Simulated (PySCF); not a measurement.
# doublet SnSe+ at 6 levels

Aim: a comparison of 6 runs (UHF/STO-3G, UHF/3-21G, U-revPBE/def2-TZVP, UB2PLYP/def2-TZVP, UB3LYP/def2-TZVP, USCS-MP2/def2-TZVP) of doublet SnSe+. 

The calculation is run with PySCF 2.14.0.

3 further runs of the same task are left out: 3 set aside as unsound or not needed.

### 1 Starting point

The species is SnSe+ (2 atoms), meant as a doublet with charge +1. SMILES of the parent species: `[Se][Sn]`. Geometry: a GFN2-xTB relaxation, a rough one for these elements and not checked as a minimum. That shape belongs to the parent species and isn't relaxed for this state.

Bond lengths: Se1–Sn2 2.338 Å.

### 2 A single-point energy at UHF/STO-3G (run 1)

File input.xyz:

```xyz
2

Se     0.000000     0.000000     0.000000
Sn     0.000000     0.000000     2.338340
```

File input.py:

```python
from pyscf import gto

mol = gto.M(
    atom='input.xyz',
    max_memory=1860,
    spin=1,
    verbose=3,
    charge=1,
    basis='sto-3g',
)

calc0 = mol.UHF()
calc0.conv_tol = 1e-10
calc0.kernel()
if not calc0.converged:
    calc0 = calc0.newton().run(calc0.mo_coeff, calc0.mo_occ)

e_final = calc0.e_tot
print(f'total energy: {e_final:.8f} hartree')
```

On the command line:

```console
$ OMP_NUM_THREADS=1 python input.py
```

The program printed:

```text
SCF not converged.
SCF energy = -8336.66306938726 after 50 cycles  <S^2> = 0.78255162  2S+1 = 2.0322909
converged SCF energy = -8336.67377275808  <S^2> = 1.6695905  2S+1 = 2.7709857
total energy: -8336.67377276 hartree
```

Wall time 1.4 s (1 thread of Arm Neoverse V2, shared host); peak memory 0.12 GiB.

### 3 A single-point energy at UHF/3-21G (run 2)

File start.xyz:

```xyz
2

Se     0.000000     0.000000     0.000000
Sn     0.000000     0.000000     2.338340
```

File job.py:

```python
from pyscf import gto, scf

mol = gto.M(
    atom='start.xyz',
    charge=1,
    max_memory=1860,
    verbose=3,
    spin=1,
    basis='3-21g',
)

mf = scf.UHF(mol)
mf.conv_tol = 1e-10
mf.kernel()
if not mf.converged:
    mf = mf.newton().run(mf.mo_coeff, mf.mo_occ)

e_tot = mf.e_tot
print('E(%s) = %.9f' % ('HF', e_tot))
```

On the command line:

```console
$ OMP_NUM_THREADS=1 python job.py
```

The program printed:

```text
converged SCF energy = -8384.49115591097  <S^2> = 0.80021942  2S+1 = 2.0496043
E(HF) = -8384.491155911
```

Wall time 0.84 s (1 thread of Arm Neoverse V2, shared host); peak memory 0.12 GiB.

Runs 3 to 4 aren't shown in full; the table further down has their settings and results.

### 4 A single-point energy at UB3LYP/def2-TZVP (core potential) (run 5)

File input.py:

```python
from pyscf import gto, dft

mol = gto.M(
    atom=[
    ('Se', (0.000000, 0.000000, 0.000000)),
    ('Sn', (0.000000, 0.000000, 2.338340)),
],
    basis='def2-tzvp',
    ecp={'Sn': 'def2-svp'},
    spin=1,
    charge=1,
    verbose=3,
    max_memory=1860,
)

calc0 = dft.UKS(mol)
calc0.xc = 'b3lyp'
calc0.grids.level = 5
calc0.conv_tol = 1e-10
calc0.kernel()
if not calc0.converged:
    calc0 = calc0.newton().run(calc0.mo_coeff, calc0.mo_occ)

e_final = calc0.e_tot
print('E(%s) = %.9f' % ('B3LYP', e_final))
```

On the command line:

```console
$ OMP_NUM_THREADS=1 python input.py
```

The program printed:

```text
WARN: HOMO -0.668401384839962 >= LUMO -0.668401384839944

WARN: HOMO -0.305004013082677 >= LUMO -0.30457367628877

converged SCF energy = -2615.68898531898  <S^2> = 0.75373416  2S+1 = 2.0037307
E(B3LYP) = -2615.688985319
```

It took 20 s on 1 thread of Arm Neoverse V2, shared host; peak memory 0.48 GiB.

### 5 A single-point energy at USCS-MP2/def2-TZVP (core potential) (run 6)

File calc.py:

```python
from pyscf import gto, scf, mp

mol = gto.Mole()
mol.atom = '''
Se     0.000000     0.000000     0.000000
Sn     0.000000     0.000000     4.418822
'''
mol.basis = 'def2-tzvp'
mol.verbose = 3
mol.ecp = {'Sn': 'def2-svp'}
mol.charge = 1
mol.spin = 1
mol.max_memory = 1860
mol.unit = 'bohr'
mol.build()

mf = scf.UHF(mol)
mf.conv_tol = 1e-10
mf.kernel()
if not mf.converged:
    mf = mf.newton().run(mf.mo_coeff, mf.mo_occ)

pt = mp.MP2(mf, frozen=13).run()
e_tot = mf.e_tot + 1.2 * pt.e_corr_os + pt.e_corr_ss / 3
print('Final energy', e_tot)
```

On the command line:

```console
$ OMP_NUM_THREADS=1 python calc.py
```

The program printed:

```text
converged SCF energy = -2612.96739719217  <S^2> = 0.76252213  2S+1 = 2.0124832
E(UMP2) = -2613.47936496226  E_corr = -0.511967770088684
E(SCS-UMP2) = -2613.43417246078  E_corr = -0.466775268605695
Final energy -2613.434172460779
```

Wall time 4.8 s (1 thread of Arm Neoverse V2, shared host); peak memory 0.26 GiB.

### 6 Overview of the runs

| run | level | core potential | integration grid | energy (Eh) | HOMO energy (eV) | LUMO energy (eV) | ⟨S²⟩ | wall time |
| --- | --- | --- | --- | --- | --- | --- | --- | --- |
| 1 | UHF/STO-3G | – | – | -8336.673773 | -12.51 | -4.38 | 1.670 | 1.4 s |
| 2 | UHF/3-21G | – | – | -8384.491156 | -14.91 | -7.77 | 0.800 | 0.84 s |
| 3 | U-revPBE/def2-TZVP (core potential) | def2-svp | 5 | -2615.434354 | -12.26 | -11.97 | 0.754 | 18 s |
| 4 | UB2PLYP/def2-TZVP (core potential) | def2-svp | 5 | -2614.996542 | -14.08 | -9.59 | 0.756 | 21 s |
| 5 | UB3LYP/def2-TZVP (core potential) | def2-svp | 5 | -2615.688985 | -13.13 | -11.39 | 0.754 | 20 s |
| 6 | USCS-MP2/def2-TZVP (core potential) | def2-svp | – | -2613.434172 | -15.46 | -7.12 | 0.763 | 4.8 s |

### 7 Outcome

| quantity | value |
| --- | --- |
| run 6: total energy | -2613.43417 Eh |
| run 6: HOMO energy (Hartree–Fock orbitals) (highest over α and β) | -15.46 eV |
| run 6: LUMO energy (Hartree–Fock orbitals) (lowest over α and β) | -7.12 eV |
| run 6: correlation energy (13 core orbitals frozen) | -466.8 mEh |
| run 6: ⟨S²⟩ of the reference determinant | 0.763 |

Totals of different functionals can't be ranked against each other. Some runs of one species differ in core potentials or relativity; totals across that change don't compare. In run 1 the basis is minimal, so the values are rough. In runs 1, 2 relativity is left out where basis or elements ask for it. Spin contamination of the reference: run 1 ⟨S²⟩ = 1.67. Where it is this large, the reference is a mixture of spin states, and values that rest on it are in doubt. All runs together took 66 s, the longest 21 s.
